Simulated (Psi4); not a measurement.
**SiHCl2F (SMILES F[SiH](Cl)Cl) at HF/STO-3G**

What is the energy change on altering one bond length of SiHCl2F at HF/STO-3G? 

Program for the calculation: Psi4 1.11.

### Step 1. Starting point

SiHCl2F: 5 atoms, total charge 0, spin state singlet. As SMILES, `F[SiH](Cl)Cl`. Geometry: relaxed at PBE0-D4/def2-TZVP.

Bond lengths: F1–Si2 1.581 Å, Si2–Cl3 2.024 Å, Si2–Cl4 2.024 Å, Si2–H5 1.467 Å. Angles: F1–Si2–Cl3 108.4°, F1–Si2–Cl4 108.4°, Cl3–Si2–Cl4 110.2°, F1–Si2–H5 109.1°, Cl3–Si2–H5 110.4°, Cl4–Si2–H5 110.4°.

### Step 2. A single-point energy at HF/STO-3G

File job.py:

```python
import psi4

psi4.set_memory(2200000000)
psi4.set_num_threads(1)
psi4.core.set_output_file('psi4.out', False)

m = psi4.geometry("""
F      0.035500    -0.682700     1.466900
Si     0.115700    -0.048400     0.020800
Cl    -0.511900     1.872300     0.131500
Cl    -1.092800    -1.108700    -1.208300
H      1.503300    -0.106100    -0.452400
symmetry c1
no_reorient
no_com
""")

psi4.set_options({
    'puream': True,
    'e_convergence': 1e-09,
    'd_convergence': 1e-08,
    'scf_type': 'pk',
})

result = psi4.energy('hf/STO-3G', molecule=m)
print('E =', round(result, 9))
for k, v in sorted(psi4.core.scalar_variables().items()):
    print(f'{k:45s} {v:18.10f}')
```

Command:

```sh
$ python job.py
```

psi4.out (excerpt; [...] marks lines left out):

```text
[...]
  Running in c1 symmetry.
[...]
  Nuclear repulsion =  281.098498196901915
[...]
  Multiplicity = 1
[...]
  Nalpha       = 29
  Nbeta        = 29
[...]
    Number of basis functions: 33
[...]
   @RHF iter   1: -1293.39337565495612   -1.36277e+00   1.03443e-02 ADIIS/DIIS
[...]
   @RHF iter  10: -1293.50877122028396    2.27374e-13   2.77763e-09 DIIS
[...]
    Orbital Energies [Eh]
    ---------------------
    Doubly Occupied:
       1A   -103.682008     2A   -103.681999     3A    -68.186403
       4A    -25.923782     5A    -10.373367     6A    -10.373217
       7A     -7.817262     8A     -7.817067     9A     -7.811468
      10A     -7.811421    11A     -7.811337    12A     -7.811298
      13A     -6.155890    14A     -4.182123    15A     -4.181659
      16A     -4.180116    17A     -1.519599    18A     -1.068711
      19A     -1.029211    20A     -0.701693    21A     -0.580674
      22A     -0.556002    23A     -0.541044    24A     -0.472343
      25A     -0.456384    26A     -0.425155    27A     -0.423370
      28A     -0.410414    29A     -0.410325
[...]
  @RHF Final Energy: -1293.50877122028396
   => Energetics <=
    Nuclear Repulsion Energy =            281.0984981969019145
    One-Electron Energy =               -2356.4238557516673609
    Two-Electron Energy =                 781.8165863344815989
    Total Energy =                      -1293.5087712202839612
[...]
 Multipole Moments:
 ------------------------------------------------------------------------------------
     Multipole            Electronic (a.u.)      Nuclear  (a.u.)        Total (a.u.)
 ------------------------------------------------------------------------------------
 L = 1.  Multiply by 2.5417464519 to convert [e a0] to [Debye]
 Dipole X            :         45.9514511          -45.0459686            0.9054825
 Dipole Y            :        -11.6998815           11.4388902           -0.2609914
 Dipole Z            :         10.1370308           -9.9488411            0.1881896
 Magnitude           :                                                    0.9609529
[...]
```

The script printed:

```text
E = -1293.50877122
CURRENT ENERGY                                  -1293.5087712203
CURRENT REFERENCE ENERGY                        -1293.5087712203
DD SOLVATION ENERGY                                 0.0000000000
HF KINETIC ENERGY                                1272.5958688396
HF POTENTIAL ENERGY                             -2566.1046400599
HF TOTAL ENERGY                                 -1293.5087712203
HF VIRIAL RATIO                                     2.0164332628
NUCLEAR REPULSION ENERGY                          281.0984981969
ONE-ELECTRON ENERGY                             -2356.4238557517
PCM POLARIZATION ENERGY                             0.0000000000
PE ENERGY                                           0.0000000000
SCF ITERATION ENERGY                            -1293.5087712203
SCF ITERATIONS                                     10.0000000000
SCF TOTAL ENERGY                                -1293.5087712203
TWO-ELECTRON ENERGY                               781.8165863345
```

Run time: 2 s. Hardware: 1 thread of Intel Xeon Platinum 8488C (Sapphire Rapids), shared host; peak memory 0.18 GiB.

### Step 3. The distorted shape: energy and gradient at HF/STO-3G

File input.inp:

```
memory 2200 MB

molecule m {
  0 1
  F     -0.71963794    -1.25740298     3.04032745
  Si    -0.56808191    -0.05874970     0.30759450
  Cl    -1.75407402     3.57084727     0.51678718
  Cl    -2.85181593    -2.06242631    -2.01506788
  H      2.84082528    -0.20049994    -0.85491210
  units bohr
  symmetry c1
}

set globals {
  basis         STO-3G
  puream        true
  e_convergence 1e-09
  d_convergence 1e-08
  scf_type      pk
}

result, w = gradient("hf", return_wfn=True)
```

Command:

```sh
$ psi4 -n 1 input.inp input.out
```

input.out:

```text
[...]
  Running in c1 symmetry.
[...]
  Nuclear repulsion =  279.022242237843500
[...]
  Multiplicity = 1
[...]
  Nalpha       = 29
  Nbeta        = 29
[...]
    Number of basis functions: 33
[...]
   @RHF iter   1: -1293.30311727128696   -1.40266e+00   1.11011e-02 DIIS/ADIIS
[...]
   @RHF iter  10: -1293.43530154501377    0.00000e+00   2.59664e-09 DIIS
[...]
    Orbital Energies [Eh]
    ---------------------
    Doubly Occupied:
       1A   -103.684302     2A   -103.684292     3A    -68.179868
       4A    -25.928339     5A    -10.375429     6A    -10.375283
       7A     -7.819323     8A     -7.819133     9A     -7.813522
      10A     -7.813483    11A     -7.813396    12A     -7.813373
      13A     -6.150433    14A     -4.176369    15A     -4.175914
      16A     -4.173552    17A     -1.521768    18A     -1.067942
      19A     -1.029633    20A     -0.671702    21A     -0.558605
      22A     -0.557245    23A     -0.534513    24A     -0.457663
      25A     -0.457102    26A     -0.426543    27A     -0.424093
      28A     -0.411602    29A     -0.371194
[...]
  @RHF Final Energy: -1293.43530154501377
   => Energetics <=
    Nuclear Repulsion Energy =            279.0222422378434999
    One-Electron Energy =               -2352.3438624936375163
    Two-Electron Energy =                 779.8863187107801878
    Total Energy =                      -1293.4353015450139992
[...]
 Multipole Moments:
 ------------------------------------------------------------------------------------
     Multipole            Electronic (a.u.)      Nuclear  (a.u.)        Total (a.u.)
 ------------------------------------------------------------------------------------
 L = 1.  Multiply by 2.5417464519 to convert [e a0] to [Debye]
 Dipole X            :         -1.6085207            2.4639150            0.8553943
 Dipole Y            :         -0.2778483            0.0168514           -0.2609969
 Dipole Z            :          1.3156215           -1.1056976            0.2099239
 Magnitude           :                                                    0.9186331
[...]
  -Total Gradient:
     Atom            X                  Y                   Z
    ------   -----------------  -----------------  -----------------
       1        0.002045828920     0.006032394928    -0.014305711602
       2       -0.144551123497     0.012402078241     0.035118602682
       3        0.008783786080    -0.027572255493    -0.000905681859
       4        0.017024325453     0.014783965255     0.018120803305
       5        0.116697183047    -0.005646182921    -0.038028012541
[...]
```

Wall time 2.3 s (1 thread of Intel Xeon Platinum 8488C (Sapphire Rapids), shared host); peak memory 0.18 GiB.

### Step 4. Outcome

Level: HF/STO-3G.

| quantity | value |
| --- | --- |
| first shape: total energy | -1293.50877 Eh |
| first shape: dipole moment | 2.44 D |
| first shape: HOMO energy | -11.17 eV |
| first shape: LUMO energy | 7.70 eV |
| first shape: HOMO–LUMO gap | 18.87 eV |
| distorted shape: total energy | -1293.43530 Eh |
| distorted shape: dipole moment | 2.33 D |
| distorted shape: HOMO energy | -10.10 eV |
| distorted shape: LUMO energy | 5.79 eV |
| distorted shape: HOMO–LUMO gap | 15.89 eV |
| distorted shape: largest force on an atom | 7.676 eV/Å |
| energy change with the Si2–H5 bond stretched from 1.467 to 1.907 Å | 1.999 eV |

In words: With the Si2–H5 bond stretched from 1.467 to 1.907 Å the energy rises by 2.00 eV (46 kcal/mol). The first shape isn't relaxed at this level, so the change isn't measured from a minimum. The minimal basis adds a large error of its own. With no_com the log's rotational constants are taken about the origin, not the centre of mass, so they aren't the molecule's.
